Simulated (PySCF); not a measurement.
# FH5OSi2: the cost of one run

Computed with PySCF 2.14.0; each step states its level. No surroundings beyond the atoms listed, unless a continuum is named. Atoms count from 0, parts from 1.

## 1. The system as given

Each species was relaxed by itself at PBE0-D3(BJ)/def2-SVPD.

## 2. Reaction energy: wB97M-D3(BJ)/def2-TZVPD

Job settings and geometry (Å):

```
{"job": {"kind": "react", "xc": "wB97M-D3(BJ)", "basis": "def2-TZVPD"}, "charge": 0, "multiplicity": 1}
-1 H6OSi2 charge 0 multiplicity 1
O     -0.622790     0.300020     1.827640
Si     0.231100     0.734590     0.442640
Si    -0.050920    -1.014590    -1.088650
H     -0.678060     0.939440     2.541080
H      1.681250     0.944750     0.755760
H     -0.291440     2.022860    -0.116830
H      0.692130    -0.683390    -2.343550
H     -1.497190    -1.192300    -1.416750
H      0.487350    -2.291990    -0.532280

-1 F2 charge 0 multiplicity 1
F      0.688880    -0.003900     0.012550
F     -0.688880     0.003900    -0.012550

+1 FH5OSi2 charge 0 multiplicity 1
O     -0.575140     1.828540     0.014280
Si     0.564630     0.637530     0.235110
F      1.025460     0.602430     1.811970
Si    -0.478830    -1.384730    -0.306330
H     -0.308550     2.748980     0.079770
H      1.814770     0.958340    -0.513560
H      0.474370    -2.513480    -0.089060
H     -1.685310    -1.573880     0.550700
H     -0.882120    -1.352260    -1.743820

+1 FH charge 0 multiplicity 1
F      0.459260     0.001170     0.027610
H     -0.459260    -0.001170    -0.027610
```

Level: wB97M-D3(BJ)/def2-TZVPD reaction energy of separated species, gas phase.

Run with:

```console
$ OMP_NUM_THREADS=1 python cluster_run.py task.json out
```

This one command runs all jobs of the session in turn.

**Question.** How long does this first job take on 1 thread of Arm Neoverse N1, shared host, and how much memory does it need?

About 43 s, with a peak of 0.77 GiB.
